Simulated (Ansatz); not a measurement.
# C2H7NOSn: the cost of one run

Program: Ansatz 0.2.0, Gaussian basis. Level of theory: functionals in def2-TZVPP, the program's frozen cores in correlated methods. These are calculated values, not measurements.

The runs, in order: PBE-D4, r2SCAN-D4, PBE0-D4, B3LYP-D4, ωB97X-V, ωB97M-V, B2PLYP; CCSD(T)/def2-TZVPP; MP2/def2-QZVPP; extrapolation to the limit.

**1. The relaxed structure**

The geometry comes from an earlier relaxation with PBE0-D4 in a triple-zeta def2 set; it is a stationary point, not always the lowest conformer. Sn takes the def2 core potential; no spin-orbit term is included.

SMILES `C[NH][SnH2][CH]=O`, 12 atoms, charge 0, spin multiplicity 1.

Atoms are counted from 1 here; the program's logs count them from 0.

Bond lengths: C1–N2 1.454 Å, C1–H6 1.095 Å, C1–H7 1.094 Å, C1–H8 1.098 Å, N2–Sn3 2.020 Å, N2–H9 1.011 Å, Sn3–C4 2.222 Å, Sn3–H10 1.708 Å, Sn3–H11 1.710 Å, C4–O5 1.199 Å, C4–H12 1.118 Å. Angles: N2–C1–H6 110.0°, N2–C1–H7 109.6°, N2–C1–H8 114.8°, H6–C1–H7 106.6°, H6–C1–H8 107.9°, H7–C1–H8 107.6°, C1–N2–Sn3 118.1°, C1–N2–H9 110.9°, Sn3–N2–H9 112.2°, N2–Sn3–C4 108.9°, N2–Sn3–H10 108.0°, N2–Sn3–H11 107.1°, C4–Sn3–H10 110.6°, C4–Sn3–H11 109.9°, H10–Sn3–H11 112.3°, Sn3–C4–O5 120.0°, Sn3–C4–H12 120.4°, O5–C4–H12 119.6°.

**2. PBE-D4 (GGA)**

Contents of in.yaml:

```yaml
crystal:
  periodic: [false, false, false]
  atoms:
    - {symbol: C, position_ang: [-1.701854, 0.618540, -0.235940]}
    - {symbol: N, position_ang: [-1.072319, -0.692122, -0.270149]}
    - {symbol: Sn, position_ang: [0.692101, -0.925667, 0.684660]}
    - {symbol: C, position_ang: [2.178045, 0.470974, -0.198066]}
    - {symbol: O, position_ang: [1.923040, 1.055138, -1.213858]}
    - {symbol: H, position_ang: [-2.723490, 0.554419, -0.624576]}
    - {symbol: H, position_ang: [-1.782505, 0.960217, 0.800241]}
    - {symbol: H, position_ang: [-1.174394, 1.397417, -0.802593]}
    - {symbol: H, position_ang: [-1.047092, -1.054847, -1.213714]}
    - {symbol: H, position_ang: [1.193346, -2.545031, 0.476914]}
    - {symbol: H, position_ang: [0.428827, -0.533777, 2.328136]}
    - {symbol: H, position_ang: [3.163195, 0.639539, 0.302944]}
basis:
  gaussian: {orbitals: def2-TZVPP}
hamiltonian: {xc: pbe, dispersion: d4}
output: {forces: true, orbitals: {seedname: orbitals}}
```

Run with:

```
ansatz run in.yaml --threads 4 --pin off --events-out ev --progress --plain --max-ram 10444MiB
```

**Question.** How long does this run take on 4 threads of AMD EPYC, shared host, and how much memory does it need?

About 4.8 s, with a peak of 0.37 GiB.
